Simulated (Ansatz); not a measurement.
# CH4Ge (quintet): from Hartree-Fock to the top rungs, cc-pVDZ

Aim: climb from Hartree-Fock through coupled cluster for CH4Ge (quintet) at one geometry and basis, and see what each rung misses.

Computed with Ansatz 0.2.0, Gaussian basis. Level: cc-pVDZ, core rule «outside noble gas», up to 15 orbitals frozen.

The runs, in order: UHF; CCSD(T) on ROHF; CCSD(T) on UHF; BCCD(T) on ROHF; CISD; CCSDT(Q) on ROHF; CCSDT(Q) on UHF.

17 further runs of the same task are left out: 3 that didn't finish, 14 set aside as unsound or not needed.

### 1 The system

The geometry is a PBE0/def2-TZVP stationary point (not a proven minimum) of the parent state, kept for this charge and spin. No spin-orbit coupling is included. The filled d shell of Ge may be among the frozen orbitals whatever the setting's name suggests; the logs give the count.

6 atoms, charge 0, spin multiplicity 5.

Atoms are counted from 1 here; the program's logs count them from 0.

Bond lengths: Ge1–C2 1.925 Å, Ge1–H3 1.548 Å, Ge1–H4 1.548 Å, C2–H5 1.084 Å, C2–H6 1.087 Å. Angles: C2–Ge1–H3 111.4°, C2–Ge1–H4 111.4°, H3–Ge1–H4 108.7°, Ge1–C2–H5 122.3°, Ge1–C2–H6 121.7°, H5–C2–H6 115.9°.

As a file:

```xyz
6
charge 0, multiplicity 5
Ge    0.03069    0.00000    0.30353
C    -0.06159    0.00000   -1.61887
H    -0.64566    1.25789    0.90169
H    -0.64566   -1.25789    0.90169
H     0.82526    0.00000   -2.24189
H    -1.01209    0.00000   -2.14549
```

### 2 UHF

File in.yaml:

```yaml
crystal:
  periodic: [false, false, false]
  atoms:
    - {symbol: Ge, position_ang: [0.030694, 0.000000, 0.303527]}
    - {symbol: C, position_ang: [-0.061588, 0.000000, -1.618867]}
    - {symbol: H, position_ang: [-0.645657, 1.257889, 0.901692]}
    - {symbol: H, position_ang: [-0.645656, -1.257890, 0.901692]}
    - {symbol: H, position_ang: [0.825261, 0.000000, -2.241892]}
    - {symbol: H, position_ang: [-1.012086, 0.000000, -2.145491]}
basis:
  gaussian: {orbitals: cc-pVDZ}
magnetization: {spin_polarized: true, initial_magnetization: 4}
hamiltonian: {xc: hf}
output: {orbitals: {seedname: orbitals}}
```

Started as:

```
$ ansatz run in.yaml --threads 1 --pin off --events-out ev --progress --plain --max-ram 2393MiB
```

The runs that follow: CCSD(T) on ROHF; CCSD(T) on UHF; BCCD(T) on ROHF; CISD; CCSDT(Q) on ROHF; CCSDT(Q) on UHF.

**Question.** What will the summary of the whole plan be? Wanted: UCCSDT(Q) below the RHF energy; RMP2 from UCCSDT(Q); UMP2 from UCCSDT(Q); RCCSD from UCCSDT(Q); RCCSD(T) from UCCSDT(Q); UCCSD(T) from UCCSDT(Q); RCCSDT(Q) from UCCSDT(Q); T1 diagnostic.

As calculated:

| quantity | value |
| --- | --- |
| UCCSDT(Q) below the RHF energy | -6.5846 eV |
| RMP2 from UCCSDT(Q) | +1363.4 meV |
| UMP2 from UCCSDT(Q) | +1358.1 meV |
| RCCSD from UCCSDT(Q) | +241.0 meV |
| RCCSD(T) from UCCSDT(Q) | +59.5 meV |
| UCCSD(T) from UCCSDT(Q) | +52.1 meV |
| RCCSDT(Q) from UCCSDT(Q) | +9.2 meV |
| levels within 1 kcal/mol (43 meV) | RCCSDT, UCCSDT, RCCSDT(Q) |
| T1 diagnostic | 0.031 |

**Reading.** RCCSD(T) lands +59.5 meV from the yardstick (0.9 % of the correlation energy). These misses are within one basis, not against nature; the frozen cores of restricted and unrestricted runs differ, which can shift their rows.
